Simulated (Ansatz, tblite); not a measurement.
# The cluster Ca7Se6+: one state, many levels

An exercise on one series of results from a longer session: the logs are not shown, and one member is left open.

Method: as each input shows; program: Ansatz 0.2.0, Gaussian basis.

Levels to be run: GFN1-xTB, GFN2-xTB, PBE-D4/def2-TZVP, r2SCAN-D4/def2-TZVP, CAM-B3LYP-D4/def2-TZVP, PBE-D4/def2-SVP, PBE0-D4/def2-SVP, MP2/def2-SVP, RPA/def2-SVP.

2 further runs of the same task are left out: 2 set aside as unsound or not needed. Runs told in other sessions of the task aren't counted.

## The geometry

The doublet was relaxed beforehand with PBE-D4/def2-SVP, loosely relaxed. At that level it is the lowest of the isomers that a small search found.

13 atoms, charge 1, spin multiplicity 2.

Bond lengths: Ca1–Se9 2.773 Å, Ca1–Se11 2.777 Å, Ca2–Se8 2.916 Å, Ca2–Se10 2.674 Å, Ca2–Se13 2.770 Å, Ca3–Se8 2.854 Å, Ca3–Se11 2.871 Å, Ca3–Se12 2.638 Å, Ca4–Se11 2.853 Å, Ca4–Se12 2.634 Å, Ca5–Se8 2.880 Å, Ca5–Se9 2.880 Å, Ca5–Se11 2.869 Å, Ca5–Se13 2.863 Å, Ca6–Se9 2.675 Å, Ca6–Se13 2.649 Å, Ca7–Se8 2.781 Å, Ca7–Se10 2.579 Å. Angles: Se9–Ca1–Se11 98.3°, Se8–Ca2–Se10 94.1°, Se8–Ca2–Se13 95.3°, Se10–Ca2–Se13 139.7°, Se8–Ca3–Se11 95.2°, Se8–Ca3–Se12 127.3°, Se11–Ca3–Se12 96.7°, Se11–Ca4–Se12 97.2°, Se8–Ca5–Se9 164.4°, Se8–Ca5–Se11 94.7°, Se8–Ca5–Se13 94.1°, Se9–Ca5–Se11 93.9°, Se9–Ca5–Se13 93.0°, Se11–Ca5–Se13 119.8°, Se9–Ca6–Se13 102.9°, Se8–Ca7–Se10 99.5°, Ca2–Se8–Ca3 131.6°, Ca2–Se8–Ca5 83.7° and more.

The ion is computed in the gas phase, without counter-ions or solvent.

PBE0-D4/def2-TZVP was run before; its log isn't repeated, and its numbers join the tables.

The first run:

Tight binding, by tblite at 300 K electronic temperature and without a spin-polarisation term:

```python
tblite.interface.Calculator('GFN1-xTB', numbers, positions, charge=1, uhf=1).singlepoint()
```

Tight binding, by tblite at 300 K electronic temperature and without a spin-polarisation term:

```python
tblite.interface.Calculator('GFN2-xTB', numbers, positions, charge=1, uhf=1).singlepoint()
```

start.molden holds the orbitals of an earlier run on this state, given as this run's starting guess.

File in.yaml:

```yaml
crystal:
  periodic: [false, false, false]
  atoms:
    - {symbol: Ca, position_ang: [3.647421, 2.179101, -0.032292]}
    - {symbol: Ca, position_ang: [-1.491982, -3.058837, 1.038690]}
    - {symbol: Ca, position_ang: [-1.723766, 2.199682, 1.062426]}
    - {symbol: Ca, position_ang: [0.730931, 4.536687, -0.250722]}
    - {symbol: Ca, position_ang: [0.823439, -0.302824, -0.373698]}
    - {symbol: Ca, position_ang: [3.648424, -2.588150, -0.270453]}
    - {symbol: Ca, position_ang: [-4.051642, -1.900648, -1.255250]}
    - {symbol: Se, position_ang: [-2.036439, -0.409882, -0.050794]}
    - {symbol: Se, position_ang: [3.489688, -0.195343, -1.455899]}
    - {symbol: Se, position_ang: [-3.541332, -4.212872, -0.232860]}
    - {symbol: Se, position_ang: [1.143688, 2.095846, 1.166820]}
    - {symbol: Se, position_ang: [-1.902545, 4.508964, -0.199252]}
    - {symbol: Se, position_ang: [1.264114, -2.851726, 0.853283]}
basis:
  gaussian: {orbitals: def2-TZVP, fitting: {mean_field: def2-universal-jkfit}, initial_orbitals: start.molden}
total_charge: 1
magnetization: {spin_polarized: true, initial_magnetization: 1}
hamiltonian: {xc: pbe, dispersion: d4}
scf: {omitted_lower_state_checks: [starts]}
output: {forces: true, orbitals: {seedname: orbitals}}
```

The run is started by

```bash
$ ansatz run in.yaml --threads 2 --pin off --events-out ev --progress --plain --max-ram 32768MiB --backend cuda --devices 0, --max-vram 18GiB
```

Among the steps run: PBE-D4/def2-TZVP; r2SCAN-D4/def2-TZVP; CAM-B3LYP-D4/def2-TZVP; PBE-D4/def2-SVP; PBE0-D4/def2-SVP; MP2/def2-SVP; RPA/def2-SVP.

One table of the session follows, with a row left open; its other results are not shown here.

| level | HOMO (eV) | LUMO (eV) | gap (eV) |
| --- | --- | --- | --- |
| PBE-D4/def2-SVP | -5.86 | -5.17 | 0.69 |
| PBE-D4/def2-TZVP | -5.89 | -5.18 | 0.70 |
| r2SCAN-D4/def2-TZVP | -5.95 | -4.75 | 1.20 |
| PBE0-D4/def2-SVP | -6.50 | -4.58 | 1.92 |
| PBE0-D4/def2-TZVP | ? | ? | ? |
| CAM-B3LYP-D4/def2-TZVP | -7.41 | -4.05 | 3.37 |

**Question.** Estimate the row for PBE0-D4/def2-TZVP.

The run gave: HOMO (eV): -6.52; LUMO (eV): -4.59; gap (eV): 1.93. In the column «HOMO (eV)» it lies between CAM-B3LYP-D4/def2-TZVP (-7.41) and PBE0-D4/def2-SVP (-6.50).
